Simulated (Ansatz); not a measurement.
# C4H3F3: basis-set convergence

One table from this session's results is given with a row withheld; the runs are named, their logs left out.

Computed with Ansatz 0.2.0, Gaussian basis. Level: one geometry, several basis sets.

Levels to be run: PBE0-D4/def2-SVP; ωB97M-V/def2-SVP; PBE0-D4/def2-QZVPP; ωB97M-V/def2-QZVPP; the functionals' def2-TZVPP values are taken from earlier runs.

## Structure used throughout

All runs share one geometry, relaxed beforehand with PBE0-D4 in a triple-zeta def2 set.

SMILES `FC1=C(F)C(F)C1`, 10 atoms, charge 0, spin multiplicity 1.

Atoms are counted from 1 here; the program's logs count them from 0.

Bond lengths: F1–C2 1.313 Å, C2–C3 1.329 Å, C2–C7 1.497 Å, C3–F4 1.315 Å, C3–C5 1.490 Å, C5–F6 1.374 Å, C5–C7 1.558 Å, C5–H8 1.093 Å, C7–H9 1.091 Å, C7–H10 1.092 Å. Angles: F1–C2–C3 134.7°, F1–C2–C7 129.8°, C3–C2–C7 95.4°, C2–C3–F4 135.7°, C2–C3–C5 93.4°, F4–C3–C5 130.9°, C3–C5–F6 116.0°, C3–C5–C7 86.7°, C3–C5–H8 116.5°, F6–C5–C7 114.3°, F6–C5–H8 107.8°, C7–C5–H8 114.8°, C2–C7–C5 84.5°, C2–C7–H9 116.0°, C2–C7–H10 116.2°, C5–C7–H9 112.1°, C5–C7–H10 115.3°, H9–C7–H10 110.6°.

Geometry (Å):

```mol
C4H3F3
  3D, bonds by distance, orders not assigned

 10 10  0  0  0  0  0  0  0  0999 V2000
    0.3772   -2.3341    0.5698 F   0  0
    0.1117   -1.1014    0.2037 C   0  0
   -0.4733   -0.5447   -0.8520 C   0  0
   -1.0611   -0.9848   -1.9425 F   0  0
   -0.1532    0.8416   -0.4085 C   0  0
   -1.2310    1.6535   -0.1474 F   0  0
    0.4828    0.1930    0.8573 C   0  0
    0.5442    1.4043   -1.0340 H   0  0
   -0.0652    0.4430    1.7669 H   0  0
    1.5511    0.3783    0.9895 H   0  0
  1  2  8  0
  2  3  8  0
  3  4  8  0
  3  5  8  0
  5  6  8  0
  5  7  8  0
  5  8  8  0
  7  9  8  0
  7 10  8  0
  2  7  8  0
M  END
```

Set-up of the first run:

The input, in.yaml:

```yaml
crystal:
  periodic: [false, false, false]
  atoms:
    - {symbol: F, position_ang: [0.377205, -2.334056, 0.569815]}
    - {symbol: C, position_ang: [0.111717, -1.101382, 0.203731]}
    - {symbol: C, position_ang: [-0.473276, -0.544656, -0.851968]}
    - {symbol: F, position_ang: [-1.061130, -0.984845, -1.942521]}
    - {symbol: C, position_ang: [-0.153180, 0.841572, -0.408485]}
    - {symbol: F, position_ang: [-1.230992, 1.653482, -0.147373]}
    - {symbol: C, position_ang: [0.482755, 0.192965, 0.857347]}
    - {symbol: H, position_ang: [0.544245, 1.404348, -1.033975]}
    - {symbol: H, position_ang: [-0.065222, 0.443026, 1.766890]}
    - {symbol: H, position_ang: [1.551077, 0.378347, 0.989539]}
basis:
  gaussian: {orbitals: def2-SVP}
hamiltonian: {xc: pbe0, dispersion: d4}
output: {orbitals: {seedname: orbitals}}
```

Command:

```bash
> ansatz run in.yaml --threads 4 --pin off --events-out ev --progress --plain --max-ram 10444MiB
```

Among the steps run: PBE0-D4 in def2-SVP; ωB97M-V in def2-SVP; PBE0-D4 in def2-QZVPP; ωB97M-V in def2-QZVPP.

One of the session's tables, all rows but one given; the rest of the session is left out.

It belongs to the step «Functionals by basis». 

| functional | basis | HOMO (eV) | LUMO (eV) |
| --- | --- | --- | --- |
| PBE0-D4 | def2-SVP | -7.52 | 0.37 |
| PBE0-D4 | def2-TZVPP | ? | ? |
| PBE0-D4 | def2-QZVPP | -7.65 | 0.18 |
| ωB97M-V | def2-SVP | -9.70 | 2.63 |
| ωB97M-V | def2-TZVPP | -9.82 | 2.43 |
| ωB97M-V | def2-QZVPP | -9.87 | 1.88 |

Q: Estimate the row for PBE0-D4, def2-TZVPP from the others.

**Answer.** HOMO (eV): -7.61; LUMO (eV): 0.26. In the column «HOMO (eV)» it lies between PBE0-D4, def2-QZVPP (-7.65) and PBE0-D4, def2-SVP (-7.52).
